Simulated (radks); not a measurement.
**Kr in [Ar] 3d10 4p6 4d2: an all-electron calculation**

Aim: the levels, the sizes of the orbitals and the parts of the energy of neutral krypton.

Program: radks (a radial shooting solver on a logarithmic mesh, Libxc functionals) version 1. Level of theory: scalar-relativistic Kohn-Sham, PBEsol, spin-unpolarised, spherical densities, finite nucleus. These are calculated values, not measurements, unless marked.

## (1) The atom as given

| Property | Result |
| --- | --- |
| element | krypton (Z = 36) |
| charge | 0 |
| electrons | 36 |
| configuration | [Ar] 3d10 4p6 4d2 |
| nuclear rms radius | 4.1884 fm |

The outer shells:

Kr
```
[Ar] core
3d [↑↓][↑↓][↑↓][↑↓][↑↓]
4p [↑↓][↑↓][↑↓]
4d [↑ ][↑ ][  ][  ][  ]
```

## (2) Self-consistent calculation

Input:

```text
Z 36
configuration [Ar] 3d10 4p6 4d2 4s0 5p0
relativity scalar-relativistic
functional pbe_sol,pbe_sol
spin unpolarised
nucleus finite rms 4.1884 fm
c 137.035999084
```

**Question.** What will this run give?

The runs gave:

| quantity | value |
| --- | --- |
| total energy | -2786.32665 hartree |
| exchange-correlation share of it | 3.38 % |
| −T/E | 1.0228 |
| highest occupied level | 4d, -0.922 eV |
| most extended occupied level | 4d, <r> = 4.45 bohr |
| radius at density 0.001 e/bohr³ | 4.77 bohr |
| maxima of the radial density | 3 |

What this shows: 4 principal shells are occupied and 3 maxima appear in the radial density; where shells overlap, one shows as a shoulder or not at all. −T/E is 1.023: with relativity the kinetic term as defined here no longer equals −E. This is not the tabulated ground configuration, so its levels and sizes aren't those of the ground state, and no measured value stands beside it.
